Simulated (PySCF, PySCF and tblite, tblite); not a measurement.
**C₂H₆BFS₂: a path driven as rotation about a bond, and NMR exchange**

The task here is to estimate one member of a computed series from the others.

Computed with tblite 0.8.0 (tight binding) and PySCF 2.14.0 (DFT, with response routines of our own); each step states its level. Atoms count from 0 throughout.

### The molecule as given

12 atoms, charge 0, multiplicity 1; geometry from: force field or distance geometry start.

Bonds of the start (Å): B4–F5 1.44, B4–H11 1.19, C0–H6 1.11, C0–H7 1.10, C0–H8 1.11, C0–S1 1.83, C3–B4 1.58, C3–H10 1.12, C3–H9 1.11, S1–S2 2.12, S2–C3 1.81.

Set-up of the first run:

The job: settings as JSON, then the geometry in Å.

```
{"job": {"xc": "GFN2-xTB", "basis": "xTB", "kind": "relax"}, "charge": 0, "multiplicity": 1}
C      2.350900     0.019400     0.674600
S      1.723600    -0.687400    -0.889500
S      0.161100     0.731800    -1.059800
C     -1.080400    -0.354600    -0.306600
B     -2.485000     0.372600    -0.251800
F     -3.144300     0.621200     1.001600
H      2.638400     1.083200     0.511900
H      3.235100    -0.547600     1.017600
H      1.563200    -0.036600     1.459600
H     -1.181000    -1.294300    -0.890000
H     -0.774300    -0.617700     0.735600
H     -3.006000     0.709400    -1.263900
```

Launch:

```
$ OMP_NUM_THREADS=1 python ens_run.py task.json out
```

This one command runs the whole study; its stages follow in the order run.

Among the steps run: GFN2-xTB relaxation, start minimum; Relaxed scan, rotation; Nudged elastic band, leg 1; Saddle search, leg 1; DFT refinement, start: B3LYP-D3(BJ)/def2-SVP; Shieldings, start: BP86/pcSseg-1; Shieldings, saddle of leg 1: BP86/pcSseg-1; Kinetics and line shapes; Shieldings, start: BP86/pcSseg-1 in chloroform; Single-point energy, saddle of leg 1: BP86/pcSseg-1 in chloroform; Second level: BP86/pcSseg-1 + D3(BJ), IEF-PCM chloroform; Shieldings, start: BLYP/pcSseg-1; Single-point energy, saddle of leg 1: BLYP/pcSseg-1; Second level: BLYP/pcSseg-1 + D3(BJ).

One table of the session follows, with a row left open; its other results are not shown here.

It belongs to the step «Second level: BLYP/pcSseg-1 + D3(BJ)». Barriers by level (kcal/mol; entropies in cal/(mol K)). Zero-point and thermal terms come from xTB in every row. ΔG‡ leaves symmetry out; the rate counts equivalent paths (a factor of 2); effective ΔG‡, where given, is the barrier that would give that rate by Eyring's equation alone:

```
                 level    ΔE‡  with zero-point   ΔH‡  ΔG‡ (298 K)  k at 298 K (1/s)
              GFN2-xTB   9.64             9.40  8.84        10.15           4.5e+05
 B3LYP-D3(BJ)/def2-SVP  10.28            10.05  9.48        10.79           1.5e+05
BP86/pcSseg-1 + D3(BJ)      ?                ?     ?            ?                 ?
BLYP/pcSseg-1 + D3(BJ)   9.88             9.65  9.08        10.39             3e+05
```

Estimate the missing values for BP86/pcSseg-1 + D3(BJ).

As computed: ΔE‡: 10.44; with zero-point: 10.21; ΔH‡: 9.64; ΔG‡ (298 K): 10.95; k at 298 K (1/s): 1.2e+05. In the column «ΔE‡» it is the highest.
